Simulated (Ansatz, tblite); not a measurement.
**(MgO)3 ring (Mg3O3): one state, many levels**

Aim: run the singlet of (MgO)3 ring (Mg3O3) at one geometry on many levels, and compare frontier levels, spin and run time.

Method: as each input shows; program: Ansatz 0.2.0, Gaussian basis.

Levels to be run: GFN1-xTB, GFN2-xTB, PBE-D4/def2-TZVP, r2SCAN-D4/def2-TZVP, HSE06-D4/def2-TZVP, B97M-V/def2-TZVP, B3LYP-D4/def2-TZVP, LDA/def2-TZVP, revPBE-D4/def2-TZVP, LC-ωPBE/def2-TZVP, r2SCAN0-D4/def2-TZVP, PBE-D4/def2-SVP, PBE0-D4/def2-SVP, HF/STO-3G, HF/6-31G, B3LYP-D4/6-31G, PBE0-D4/def2-TZVPD, PBE-D4/def2-TZVPD, r2SCAN-D4/def2-TZVPD, CCSD(T)/def2-TZVPP, MP2/def2-TZVP, RPA/def2-TZVP.

## 1. The structure

The singlet was relaxed beforehand with PBE0-D4/def2-SVP.

6 atoms, charge 0, spin multiplicity 1.

Bond lengths: Mg1–O2 1.837 Å, Mg1–O6 1.837 Å, O2–Mg3 1.837 Å, Mg3–O4 1.837 Å, O4–Mg5 1.837 Å, Mg5–O6 1.837 Å. Angles: O2–Mg1–O6 132.9°, Mg1–O2–Mg3 107.1°, O2–Mg3–O4 132.9°, Mg3–O4–Mg5 107.1°, O4–Mg5–O6 132.9°, Mg1–O6–Mg5 107.1°.

Coordinates:

```xyz
6

Mg    1.4438    0.2870   -0.8616
O     0.0055    1.2302   -1.5056
Mg   -1.4392    0.7911   -0.4601
O    -1.6460   -0.3276    0.9818
Mg   -0.0045   -1.0782    1.3216
O     1.6405   -0.9025    0.5240
```

PBE0-D4/def2-TZVP was run before; its log isn't repeated, and its numbers join the tables.

## 2. GFN1-xTB

Tight binding, by tblite at 300 K electronic temperature and without a spin-polarisation term:

```python
tblite.interface.Calculator('GFN1-xTB', numbers, positions, charge=0, uhf=0).singlepoint()
```

Energy -440.1717 eV, HOMO -12.03 eV, LUMO -9.94 eV; 0.003 s.

## 3. GFN2-xTB

Tight binding, by tblite at 300 K electronic temperature and without a spin-polarisation term:

```python
tblite.interface.Calculator('GFN2-xTB', numbers, positions, charge=0, uhf=0).singlepoint()
```

Energy -378.1348 eV, HOMO -11.85 eV, LUMO -10.60 eV; 0.006 s.

## 4. PBE-D4/def2-TZVP

start.molden holds the orbitals of an earlier run on this state, given as this run's starting guess.

Contents of in.yaml:

```yaml
crystal:
  periodic: [false, false, false]
  atoms:
    - {symbol: Mg, position_ang: [1.443772, 0.286979, -0.861553]}
    - {symbol: O, position_ang: [0.005486, 1.230215, -1.505648]}
    - {symbol: Mg, position_ang: [-1.439248, 0.791126, -0.460102]}
    - {symbol: O, position_ang: [-1.645972, -0.327585, 0.981767]}
    - {symbol: Mg, position_ang: [-0.004548, -1.078242, 1.321562]}
    - {symbol: O, position_ang: [1.640500, -0.902492, 0.523974]}
basis:
  gaussian: {orbitals: def2-TZVP, initial_orbitals: start.molden}
hamiltonian: {xc: pbe, dispersion: d4}
scf: {omitted_lower_state_checks: [starts]}
output: {orbitals: {seedname: orbitals}}
```

Launch:

```sh
ansatz run in.yaml --threads 4 --pin off --events-out ev --progress --plain --max-ram 3916MiB
```

Further steps of the session: r2SCAN-D4/def2-TZVP; HSE06-D4/def2-TZVP; B97M-V/def2-TZVP; B3LYP-D4/def2-TZVP; LDA/def2-TZVP; revPBE-D4/def2-TZVP; LC-ωPBE/def2-TZVP; r2SCAN0-D4/def2-TZVP; PBE-D4/def2-SVP; PBE0-D4/def2-SVP; HF/STO-3G; HF/6-31G; B3LYP-D4/6-31G; PBE0-D4/def2-TZVPD; PBE-D4/def2-TZVPD; r2SCAN-D4/def2-TZVPD; CCSD(T)/def2-TZVPP; MP2/def2-TZVP; RPA/def2-TZVP.

**Question.** What will the summary of the whole plan be? Wanted: gap in def2-TZVP, named functionals, smallest and largest; correlation energy, CCSD(T)/def2-TZVPP; correlation energy, MP2/def2-TZVP; binding an atom, CCSD(T)/def2-TZVPP; PBE0 total energy, smallest basis above largest.

The runs gave:

```
                                                 quantity                                value
gap in def2-TZVP, named functionals, smallest and largest  2.58 eV (PBE-D4), 9.22 eV (LC-ωPBE)
                   correlation energy, CCSD(T)/def2-TZVPP                            -37.26 eV
                        correlation energy, MP2/def2-TZVP                            -36.36 eV
                      binding an atom, CCSD(T)/def2-TZVPP                             3.094 eV
          PBE0 total energy, smallest basis above largest      13.44 eV (def2-SVP, def2-TZVPD)
```

What this shows: Orbital gaps of the named functionals in def2-TZVP span 2.58 eV (PBE-D4) to 9.22 eV (LC-ωPBE); exact exchange widens it. A small miss in a minimal or small basis is a cancelling of errors, not accuracy. The functionals in def2-TZVP miss CCSD(T)/def2-TZVPP by +0.054 (r2SCAN0-D4) to +0.792 eV (LDA) an atom. The reference is CCSD(T) in one finite basis, so it carries an error of its own, often a tenth of an eV or more, and near misses can't be ranked.
